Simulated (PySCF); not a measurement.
# [TaCl6]-: geometry

Wanted: the geometry of [TaCl6]- (`[Cl][Ta-]([Cl])([Cl])([Cl])([Cl])[Cl]`), by calculation.

Computed with PySCF 2.14.0, on a single molecule in the gas phase. Atoms are numbered from 0 throughout.

### Step 1. The molecule as given

7 atoms, charge -1, multiplicity 1; geometry from: GFN2-xTB. The atoms were then displaced at random by about 0.03 Å, so the start is not that level's minimum.

Bonds of the start (Å): Ta0–Cl1 2.34, Ta0–Cl2 2.40, Ta0–Cl3 2.40, Ta0–Cl4 2.43, Ta0–Cl5 2.45, Ta0–Cl6 2.29.

### Step 2. Optimising the geometry at PBE0-D3(BJ)/def2-SVP

What the job is given:

```
{"job": {"xc": "PBE0", "basis": "def2-SVP", "d3": "d3bj", "grid": 1, "maxiter": 30, "shake": 0.03, "kind": "geom"}, "charge": -1, "multiplicity": 1}
Ta     0.061460    -0.076520     0.012550
Cl    -0.024400    -0.013190     2.350710
Cl    -0.030040     0.011850    -2.382820
Cl     2.456770     0.004410     0.003280
Cl    -2.365140    -0.037110    -0.055780
Cl    -0.031330     2.371560     0.006830
Cl     0.024540    -2.363000    -0.003320
```

On the command line:

```console
$ OMP_NUM_THREADS=1 python heavy_run.py task.json out
```

The driver reads the jobs from task.json and runs them one after another.

What it wrote:

```text
step   0  E = -2816.91613147  max force = 0.038696
step   1  E = -2816.91999866  max force = 0.008835
step   2  E = -2816.91775654  max force = 0.009352
step   3  E = -2816.92038625  max force = 0.005921
step   4  E = -2816.92092111  max force = 0.002195
step   5  E = -2816.92088650  max force = 0.001289
step   6  E = -2816.92100614  max force = 0.000560
step   7  E = -2816.92102716  max force = 0.000255
step   8  E = -2816.92103649  max force = 0.000266
optimisation converged
```

Wall time 2 min (1 thread of Intel Xeon Platinum 8488C, shared host); peak memory 0.64 GiB.

Along the way: (the energy doesn't fall at every step)

```csv
step,energy from step 0 (eV),largest force component (eV/Å)
0,0.0000,1.9898
1,-0.1052,0.4543
2,-0.0442,0.4809
3,-0.1158,0.3045
4,-0.1303,0.1129
5,-0.1294,0.0663
6,-0.1326,0.0288
7,-0.1332,0.0131
8,-0.1335,0.0137
```

Close pairs (by a distance rule), those that changed most:

```
   bond  before (Å)  after (Å)  change (Å)
Ta0–Cl6       2.287      2.370      +0.084
Ta0–Cl5       2.450      2.370      -0.080
Ta0–Cl4       2.428      2.370      -0.058
Ta0–Cl1       2.341      2.370      +0.030
Ta0–Cl2       2.399      2.370      -0.029
Ta0–Cl3       2.397      2.370      -0.026
```

Final coordinates:

```
atom     x (Å)     y (Å)     z (Å)
 Ta0   0.01258  -0.01387  -0.01015
 Cl1  -0.00303  -0.02421   2.36015
 Cl2   0.02090  -0.00109  -2.38012
 Cl3   2.38290   0.00739  -0.00207
 Cl4  -2.35725  -0.04212  -0.02990
 Cl5  -0.00494   2.35608   0.00426
 Cl6   0.04070  -2.38417  -0.01073
```

| at the end point | value |
| --- | --- |
| point group (found at 0.08 Å tolerance) | Oh |
| rotational constants (GHz, main isotopes) | 0.644, 0.643, 0.642 |

### Step 3. Summary of results

```
                            quantity                 value
                         point group                    Oh
rotational constants (main isotopes)  0.64, 0.64, 0.64 GHz
```

The start was shaken at random, so part of the energy gained undoes that. Relaxing lowered the energy by 0.133 eV in 8 steps; the bonded pair that moved most is Ta0–Cl6, from 2.287 to 2.370 Å. No frequency check was run at this level, so the end point may be a saddle.
